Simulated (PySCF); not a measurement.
# ClGeH5OSi: the cost of one run

Computed with PySCF 2.14.0; each step states its level. No surroundings beyond the atoms listed, unless a continuum is named. Atoms count from 0, parts from 1.

## 1. The system as given

Each species was relaxed by itself at PBE0-D3(BJ)/def2-SVPD.

## 2. Reaction energy: wB97M-D3(BJ)/def2-TZVPD

What the job is given:

```
{"job": {"kind": "react", "xc": "wB97M-D3(BJ)", "basis": "def2-TZVPD"}, "charge": 0, "multiplicity": 1}
-1 GeH6OSi charge 0 multiplicity 1
Si    -1.569030    -0.289470     0.105100
O      0.033280    -0.654020     0.375850
Ge     1.543420     0.191440    -0.074390
H     -2.393910    -1.202490     0.944950
H     -1.857070     1.132400     0.473660
H     -1.915830    -0.480550    -1.336810
H      2.672020    -0.803560     0.216600
H      1.471720     0.553460    -1.569080
H      1.657260     1.458240     0.790120

-1 Cl2 charge 0 multiplicity 1
Cl     1.014690     0.001370     0.003360
Cl    -1.014760    -0.000620    -0.002260

+1 ClGeH5OSi charge 0 multiplicity 1
Si    -0.549730    -1.193920    -0.102970
O      0.656900    -0.151880     0.416280
Ge     0.762200     1.606300     0.501880
Cl    -1.108210     2.336620     1.334890
H      0.119360    -2.450080    -0.542000
H     -1.497340    -1.480140     1.011010
H     -1.294790    -0.585270    -1.246450
H      0.869800     2.193540    -0.908410
H      1.886700     1.947600     1.477220

+1 ClH charge 0 multiplicity 1
Cl     0.644720     0.001780     0.002700
H     -0.643490     0.000150    -0.001900
```

Level: wB97M-D3(BJ)/def2-TZVPD reaction energy of separated species, gas phase.

On the command line:

```sh
OMP_NUM_THREADS=1 python cluster_run.py task.json out
```

This one command runs all jobs of the session in turn.

**Question.** How long does this first job take on 1 thread of Arm Neoverse N1, shared host, and how much memory does it need?

About 64 s, with a peak of 0.79 GiB.
